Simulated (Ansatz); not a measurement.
# C₂H₆F₂OSi: one species, many methods

How much do the methods differ for C₂H₆F₂OSi? The plan is to run it at one geometry with functionals of several rungs and with coupled cluster, and see how far each lands from CCSD(T) at the basis-set limit for the atomisation energy.

Computed with Ansatz 0.2.0, Gaussian basis. Level: functionals in def2-TZVPP, the program's frozen cores in correlated methods.

Levels to be run: PBE-D4, r2SCAN-D4, PBE0-D4, B3LYP-D4, ωB97X-V, ωB97M-V, B2PLYP; CCSD(T)/def2-TZVPP; MP2/def2-QZVPP; extrapolation to the limit.

### Step 1. The relaxed structure

All runs share one geometry, relaxed beforehand with PBE0-D4 in a triple-zeta def2 set.

SMILES `FCOC(F)[SiH3]`, 12 atoms, charge 0, spin multiplicity 1.

Atoms are counted from 1 here; the program's logs count them from 0.

Bond lengths: F1–C2 1.374 Å, C2–O3 1.383 Å, C2–H7 1.094 Å, C2–H8 1.090 Å, O3–C4 1.389 Å, C4–F5 1.392 Å, C4–Si6 1.911 Å, C4–H9 1.097 Å, Si6–H10 1.484 Å, Si6–H11 1.482 Å, Si6–H12 1.484 Å. Angles: F1–C2–O3 110.3°, F1–C2–H7 107.5°, F1–C2–H8 108.4°, O3–C2–H7 111.7°, O3–C2–H8 106.9°, H7–C2–H8 112.0°, C2–O3–C4 115.0°, O3–C4–F5 109.3°, O3–C4–Si6 108.5°, O3–C4–H9 110.6°, F5–C4–Si6 109.5°, F5–C4–H9 105.9°, Si6–C4–H9 113.0°, C4–Si6–H10 108.1°, C4–Si6–H11 108.6°, C4–Si6–H12 108.4°, H10–Si6–H11 110.7°, H10–Si6–H12 110.1° and more.

### Step 2. PBE-D4 (GGA)

File in.yaml:

```yaml
crystal:
  periodic: [false, false, false]
  atoms:
    - {symbol: F, position_ang: [0.533708, -2.442324, 0.715343]}
    - {symbol: C, position_ang: [-0.569622, -1.661508, 0.962493]}
    - {symbol: O, position_ang: [-0.645423, -0.631390, 0.042106]}
    - {symbol: C, position_ang: [0.279544, 0.388788, 0.226655]}
    - {symbol: F, position_ang: [-0.099702, 1.161825, 1.320521]}
    - {symbol: Si, position_ang: [0.304594, 1.477465, -1.343984]}
    - {symbol: H, position_ang: [-0.481682, -1.283431, 1.985281]}
    - {symbol: H, position_ang: [-1.461329, -2.274125, 0.827857]}
    - {symbol: H, position_ang: [1.264344, -0.024460, 0.478259]}
    - {symbol: H, position_ang: [1.232945, 2.609601, -1.103837]}
    - {symbol: H, position_ang: [-1.069416, 1.971167, -1.598391]}
    - {symbol: H, position_ang: [0.789040, 0.653092, -2.478303]}
basis:
  gaussian: {orbitals: def2-TZVPP}
hamiltonian: {xc: pbe, dispersion: d4}
output: {forces: true, orbitals: {seedname: orbitals}}
```

On the command line:

```bash
> ansatz run in.yaml --threads 4 --pin off --events-out ev --progress --plain --max-ram 10444MiB
```

The runs that follow: r2SCAN-D4 (meta-GGA); PBE0-D4 (hybrid); B3LYP-D4 (hybrid); ωB97X-V (range-separated); ωB97M-V (range-separated); B2PLYP (double hybrid); CCSD(T) in def2-TZVPP; MP2 in def2-QZVPP.

Before running them: what should the planned runs give, taken together? Wanted: atomisation energy, CCSD(T)/CBS; farthest; mean size of error, hybrid; mean size of error, range-separated; gap, smallest and largest; T1 diagnostic; triples share of the correlation energy.

**Answer**, as computed:

| quantity | value |
| --- | --- |
| atomisation energy, CCSD(T)/CBS | 4321.4 kJ/mol |
| functionals within 21.6 kJ/mol (0.5 %) | r2SCAN-D4, PBE0-D4, B3LYP-D4, ωB97X-V, ωB97M-V |
| farthest | PBE-D4 (+96.7 kJ/mol) |
| mean size of error, hybrid | 11.9 kJ/mol |
| mean size of error, range-separated | 16.4 kJ/mol |
| gap, smallest and largest | 6.81 eV (PBE-D4), 13.57 eV (ωB97X-V) |
| T1 diagnostic | 0.0123 |
| triples share of the correlation energy | 3.3 % |

What this shows: PBE-D4 misses by +96.7 kJ/mol. Double hybrids carry the basis error of their MP2 part in triple zeta, and no dispersion term here, so their miss is partly the set-up's. The reference freezes the cores and leaves out relativity and excitations past (T), so misses under about 21.6 kJ/mol can't be ranked. Hartree-Fock recovers 71 % of the binding; the rest is correlation. The gap grows from 6.8 to 13.6 eV across the functionals, mostly with the share of exact exchange.
